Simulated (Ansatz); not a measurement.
**Ge₂H₃ (quartet): wave-function methods side by side, cc-pVDZ**

An exercise on one series of results from a longer session: the logs are not shown, and one member is left open.

Program: Ansatz 0.2.0, Gaussian basis. Level of theory: cc-pVDZ, core rule «outside noble gas», up to 28 orbitals frozen. These are calculated values, not measurements.

To be run: UHF; CCSD(T) on ROHF; CCSD(T) on UHF; BCCD(T) on ROHF; CISD; CCSDT(Q) on ROHF; CCSDT(Q) on UHF; CASSCF and MRCISD+Q, 11 electrons in 11 orbitals; CASSCF and NEVPT2, 11 electrons in 11 orbitals.

19 further runs of the same task are left out: 6 that didn't finish, 13 set aside as unsound or not needed.

## The system

The geometry is a PBE0/def2-TZVP stationary point (not a proven minimum) of the parent state, kept for this charge and spin. No spin-orbit coupling is included. The filled d shell of Ge may be among the frozen orbitals whatever the setting's name suggests; the logs give the count.

5 atoms, charge 0, spin multiplicity 4.

Atoms are counted from 1 here; the program's logs count them from 0.

Bond lengths: Ge1–Ge2 2.489 Å, Ge1–H3 1.550 Å, Ge1–H4 1.544 Å, Ge1–H5 1.544 Å. Angles: Ge2–Ge1–H3 104.2°, Ge2–Ge1–H4 115.6°, Ge2–Ge1–H5 115.6°, H3–Ge1–H4 106.7°, H3–Ge1–H5 106.7°, H4–Ge1–H5 107.3°.

The first run:

The input, in.yaml:

```yaml
crystal:
  periodic: [false, false, false]
  atoms:
    - {symbol: Ge, position_ang: [-0.001989, 0.000001, 1.207499]}
    - {symbol: Ge, position_ang: [-0.001381, -0.000001, -1.281547]}
    - {symbol: H, position_ang: [1.500233, -0.000013, 1.588157]}
    - {symbol: H, position_ang: [-0.628647, 1.243483, 1.874144]}
    - {symbol: H, position_ang: [-0.628670, -1.243469, 1.874145]}
basis:
  gaussian: {orbitals: cc-pVDZ}
magnetization: {spin_polarized: true, initial_magnetization: 3}
hamiltonian: {xc: hf}
output: {orbitals: {seedname: orbitals}}
```

On the command line:

```bash
> ansatz run in.yaml --threads 1 --pin off --events-out ev --progress --plain --max-ram 2393MiB
```

Among the steps run: UHF; CCSD(T) on ROHF; CCSD(T) on UHF; BCCD(T) on ROHF; CISD; CCSDT(Q) on ROHF; CCSDT(Q) on UHF; CASSCF and MRCISD+Q, 11 electrons in 11 orbitals; CASSCF and NEVPT2, 11 electrons in 11 orbitals.

One of the session's tables, all rows but one given; the rest of the session is left out.

```
          method  from UCCSDT(Q) (kcal/mol)
            ROHF                          ?
             UHF                    +117.27
            RMP2                     +27.33
            UMP2                     +27.12
            CISD                     +12.21
           RCCSD                      +4.16
           UCCSD                      +3.73
        RCCSD(T)                      +1.20
        UCCSD(T)                      +0.82
         BCCD(T)                      +1.19
          RCCSDT                      +0.53
          UCCSDT                      +0.14
       RCCSDT(Q)                      +0.39
       UCCSDT(Q)                          0
  CASSCF valence                     +79.85
  NEVPT2 valence                     +22.62
  MRCISD valence                      +6.40
MRCISD+Q valence                      +1.11
```

**Question.** Estimate the row for ROHF.

**Answer.** from UCCSDT(Q) (kcal/mol): +118.87. In the column «from UCCSDT(Q) (kcal/mol)» it is the highest.

To keep in mind: Restricted and unrestricted rows rest on different reference determinants; where their highest levels disagree by more than a few hundredths of an eV, they describe different states and don't form one ladder.
